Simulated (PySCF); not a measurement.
# Ways to converge the SCF of CdGa

The same problem is solved with other solver options, one edit a run.

Computed with PySCF 2.14.0. Level: each script names its method and basis.

6 further runs of the same task are left out: 1 for a known fault of the program, 5 that didn't finish.

## 1. The system as given

CdGa: 2 atoms, charge 0, spin multiplicity 2.

Bond lengths: Cd1–Ga2 2.605 Å.

## 2. The base run

File input.py:

```python
from pyscf import gto, scf, mp

mol = gto.M(
    atom='Cd 0 0 0; Ga 0 0 2.605',
    basis='sto-3g',
    charge=0,
    spin=1,
    verbose=4,
)
mf = scf.UHF(mol)
mf = mf.newton()
mf.kernel()
mp.MP2(mf, frozen=23).kernel()
mf.dip_moment()
print('orbital energies (hartree):', [e[max(0, n-3):n+3].round(4) for e, n in zip(mf.mo_energy, mol.nelec)])
```

Command:

```console
python input.py
```

The log of this run is left out.

Base result: E(SCF) = -7312.573491 Eh, 7 macro-iterations, E(MP2) − E(SCF) = -0.01869 Eh, ⟨S²⟩ = 2.441, μ = 5.48 D (of the SCF density).

⟨S²⟩ = 2.44 against 0.75 for a pure state: the determinant is spin-contaminated. No relativity is included for the heavy element. The bond length is a typed value, not an optimised one.

## 3. DIIS space 4

Run 1 changes DIIS space: default → 4.

File input.py:

```python
from pyscf import gto, scf, mp

mol = gto.M(
    atom='Cd 0 0 0; Ga 0 0 2.605',
    basis='sto-3g',
    charge=0,
    spin=1,
    verbose=4,
)
mf = scf.UHF(mol)
mf.diis_space = 4
mf = mf.newton()
mf.kernel()
mp.MP2(mf, frozen=23).kernel()
mf.dip_moment()
print('orbital energies (hartree):', [e[max(0, n-3):n+3].round(4) for e, n in zip(mf.mo_energy, mol.nelec)])
```

Command:

```console
python input.py
```

## 4. Initial guess 1e

Run 2 changes initial guess: minao → 1e.

input.py: that of step 2 with these lines changed.

```diff
@@ -10,2 +10,3 @@
 mf = scf.UHF(mol)
+mf.init_guess = '1e'
 mf = mf.newton()
```

## 5. Initial guess sap

Run 3 changes initial guess: minao → sap.

input.py: that of step 2 with these lines changed.

```diff
@@ -10,2 +10,3 @@
 mf = scf.UHF(mol)
+mf.init_guess = 'sap'
 mf = mf.newton()
```

## 6. Damping 0.95

Run 4 changes damping: none → 0.95.

input.py: that of step 2 with these lines changed.

```diff
@@ -10,2 +10,4 @@
 mf = scf.UHF(mol)
+mf.damp = 0.95
+mf.diis_start_cycle = 8
 mf = mf.newton()
```

**Question.** What will these runs give? Wanted: for each run, E(SCF); from base; gap, α spin; SCF dipole; after the SCF.

**Answer**, as computed:

| run | E(SCF) (hartree) | from base (eV) | cycles | gap, α spin (eV) | SCF dipole (D) | after the SCF |
| --- | --- | --- | --- | --- | --- | --- |
| base | -7312.573491 | 0 | 7 macro | 9.86 | 5.48 | MP2 correlation -0.509 eV, core frozen |
| DIIS space 4 | -7312.573491 | 0.0000 | 7 macro | 9.86 | 5.48 | MP2 correlation -0.509 eV, core frozen |
| initial guess 1e | -7312.503614 | +1.9015 | 8 macro | 7.05 | 5.93 | MP2 correlation -0.819 eV, core frozen |
| initial guess sap | -7312.369629 | +5.5474 | 6 macro | 7.30 | 3.66 | MP2 correlation -1.707 eV, core frozen |
| damping 0.95 | -7312.573491 | 0.0000 | 7 macro | 9.86 | 5.48 | MP2 correlation -0.509 eV, core frozen |

Distance from each run's final energy (log10 hartree) by cycle:

| run | cycle 1 | cycle 2 | cycle 3 | cycle 5 | cycle 8 | cycle 12 |
| --- | --- | --- | --- | --- | --- | --- |
| base | -0.7 | -1.2 | -2.0 | -8.8 | done | done |
| DIIS space 4 | -0.7 | -1.2 | -2.0 | -8.8 | done | done |
| initial guess 1e | -0.3 | -0.7 | -1.5 | -3.0 | < -11 | done |
| initial guess sap | -1.0 | -1.2 | -2.9 | -11.0 | done | done |
| damping 0.95 | -0.7 | -1.2 | -2.0 | -8.8 | done | done |

With DIIS space 4 or damping 0.95 the SCF ends at the base energy. The largest comparable shift of the SCF energy, +5.547 eV, comes with the run “initial guess sap”. With initial guess 1e the SCF ends in another solution, 1.90 eV higher: the path to self-consistency decides the state here. With initial guess sap the SCF ends in another solution, 5.55 eV higher: the path to self-consistency decides the state here. The cycles with DIIS space 4 or damping 0.95 repeat those of the base digit for digit, so the setting never acted.
